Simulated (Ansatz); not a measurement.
# AlCl2GeH3: a ladder of functionals and wavefunction methods

The task here is to estimate one member of a computed series from the others.

Program: Ansatz 0.2.0, Gaussian basis. Level of theory: functionals in def2-TZVPP, the program's frozen cores in correlated methods. These are calculated values, not measurements.

Plan: LDA (SPW92), PBE-D4, revPBE-D4, BLYP-D4, r2SCAN-D4, B97M-V, PBE0-D4, B3LYP-D4, r2SCANh-D4, r2SCAN0-D4, HSE06-D4, BHLYP-D4, CAM-B3LYP-D4, LC-ωPBE, ωB97X-V, ωB97M-V, B2PLYP, PBE-QIDH; CCSD(T)/def2-SVP; CCSD(T)/def2-TZVPP; MP2/def2-QZVPP; extrapolation to the limit; RPA on PBE.

### The geometry

All runs share one geometry, relaxed beforehand with PBE0-D4 in a triple-zeta def2 set.

7 atoms, charge 0, spin multiplicity 1.

Atoms are counted from 1 here; the program's logs count them from 0.

Bond lengths: Cl1–Al2 2.090 Å, Al2–Cl3 2.090 Å, Al2–Ge4 2.455 Å, Ge4–H5 1.538 Å, Ge4–H6 1.538 Å, Ge4–H7 1.536 Å. Angles: Cl1–Al2–Cl3 117.0°, Cl1–Al2–Ge4 120.8°, Cl3–Al2–Ge4 122.2°, Al2–Ge4–H5 110.1°, Al2–Ge4–H6 110.1°, Al2–Ge4–H7 111.5°, H5–Ge4–H6 107.8°, H5–Ge4–H7 108.6°, H6–Ge4–H7 108.6°.

Set-up of the first run:

Contents of in.yaml:

```yaml
crystal:
  periodic: [false, false, false]
  atoms:
    - {symbol: Cl, position_ang: [-0.424083, -2.652115, 1.313137]}
    - {symbol: Al, position_ang: [0.619751, -0.950454, 0.693475]}
    - {symbol: Cl, position_ang: [2.634838, -0.825381, 1.232630]}
    - {symbol: Ge, position_ang: [-0.498403, 0.805950, -0.607290]}
    - {symbol: H, position_ang: [-1.057809, 0.219832, -1.914615]}
    - {symbol: H, position_ang: [-1.678555, 1.383806, 0.192104]}
    - {symbol: H, position_ang: [0.465461, 1.950161, -0.955242]}
basis:
  gaussian: {orbitals: def2-TZVPP}
hamiltonian: {xc: lda}
output: {orbitals: {seedname: orbitals}}
```

Among the steps run: LDA; PBE-D4 (GGA); revPBE-D4 (GGA); BLYP-D4 (GGA); r2SCAN-D4 (meta-GGA); B97M-V (meta-GGA); PBE0-D4 (hybrid); B3LYP-D4 (hybrid); r2SCANh-D4 (hybrid); r2SCAN0-D4 (hybrid); HSE06-D4 (hybrid); BHLYP-D4 (hybrid); CAM-B3LYP-D4 (range-separated); LC-ωPBE-D4 (range-separated; the results give it without D4); ωB97X-V (range-separated); ωB97M-V (range-separated); B2PLYP (double hybrid); PBE-QIDH (double hybrid).

One table of the session follows, with a row left open; its other results are not shown here.

It belongs to the step «Frontier levels by functional». 

```
  functional  HOMO (eV)  LUMO (eV)  gap (eV)
 LDA (SPW92)      -7.28      -2.71      4.57
      PBE-D4      -7.16      -2.50      4.66
   revPBE-D4      -7.11      -2.40      4.71
     BLYP-D4      -7.00      -2.34      4.66
   r2SCAN-D4      -7.44      -2.30      5.14
      B97M-V      -7.51      -2.39      5.12
     PBE0-D4      -8.28      -1.78      6.50
    B3LYP-D4      -8.06      -1.93      6.13
  r2SCANh-D4      -7.84      -2.04      5.80
  r2SCAN0-D4          ?          ?         ?
    HSE06-D4      -7.89      -2.15      5.74
    BHLYP-D4      -9.27      -0.96      8.31
CAM-B3LYP-D4      -9.52      -0.77      8.75
     LC-ωPBE     -10.82       0.26     11.08
     ωB97X-V     -10.49       0.16     10.65
     ωB97M-V     -10.26      -0.05     10.21
```

**Question.** Estimate the row for r2SCAN0-D4.

Worked estimate for «HOMO (eV)». Against the share of exact exchange, r2SCAN-D4 (0, -7.44), r2SCANh-D4 (0.1, -7.84) give a slope of -4.00 per unit share; at 0.25 the line stands at -8.44.

As computed: HOMO (eV): -8.45; LUMO (eV): -1.66; gap (eV): 6.79. In «HOMO (eV)» the line misses by +0.01.
